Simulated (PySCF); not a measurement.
**[LaF2]+: other functionals and bases at one geometry**

One table from this session's results is given with a row withheld; the runs are named, their logs left out.

Computed with PySCF 2.14.0. Level: several levels, as the steps say, no spin–orbit coupling.

1 further run of the same task is left out (for a known fault of the program).

**Starting geometry**

3 atoms, charge 1, spin multiplicity 1.

Bond lengths: La1–F2 2.061 Å, La1–F3 2.061 Å. Angles: F2–La1–F3 109.3°.

As a file:

```xyz
3

La    0.0000    0.0000   -0.3918
F     1.6810    0.0000    0.8007
F    -1.6810    0.0000    0.8007
```

Formal oxidation states: La +3. An earlier session relaxed this geometry at PBE0, La def2-SVP with ECP46, F def2-SVP (singlet, point group C2v).

At PBE0 on the finer grid: E = -230.835745 Eh, HOMO -15.58 eV, LUMO -7.41 eV, Mulliken charge on La1 +1.66 e, largest force component 0.021 eV/Å. 

Levels to run: r2SCAN; CAM-B3LYP; PBE0, TZVP. Hardware: 2 threads of Intel Xeon Platinum 8488C (Sapphire Rapids), shared host.

Set-up of the first run:

run.py (the lines that set the calculation) reads:

```python
mol = gto.M(atom='''
La     0.00000     0.00000    -0.39178
F      1.68103     0.00000     0.80070
F     -1.68103     0.00000     0.80070''',
    basis={'La': 'def2-SVP', 'F': 'def2-SVP'},
    ecp={'La': 'def2-SVP'},
    charge=1, spin=0)
mf = dft.RKS(mol, xc='R2SCAN')
mf.grids.atom_grid = (75, 302)  # f atoms: unpruned, at least (60, 302)
mf = mf.density_fit()  # fitting sets: La def2-universal-JKFIT, F def2-universal-JKFIT
mf.conv_tol = 1e-08; mf.max_cycle = 55
mf.kernel(dm0)  # dm0: the density of the relaxed state
```

Command:

```bash
$ OMP_NUM_THREADS=2 python run.py
```

Among the steps run: r2SCAN; CAM-B3LYP; PBE0, TZVP.

One of the session's tables, all rows but one given; the rest of the session is left out.

```
              level  HOMO (eV)  gap (eV)  charge on La1 (e)  dipole (D)  largest force component (eV/Å)
PBE0 (relaxed here)     -15.58      8.17               1.66        6.63                            0.02
             r2SCAN     -14.11      6.50               1.63        6.47                            0.36
          CAM-B3LYP          ?         ?                  ?           ?                               ?
         PBE0, TZVP     -15.68      8.28               1.79        6.74                            0.25
```

**Question.** Estimate the row for CAM-B3LYP.

As computed: HOMO (eV): -16.96; gap (eV): 10.31; charge on La1 (e): 1.65; dipole (D): 6.76; largest force component (eV/Å): 0.08. In the column «HOMO (eV)» it is the lowest.

The dipole of a charged species depends on the origin, so these sizes hold for this origin alone.

In one basis the HOMO–LUMO gap runs from 6.50 eV (r2SCAN) to 10.31 eV (CAM-B3LYP). The largest leftover force, 0.36 eV/Å with r2SCAN, stands at a geometry relaxed at another level. Total energies of different levels can't be compared.
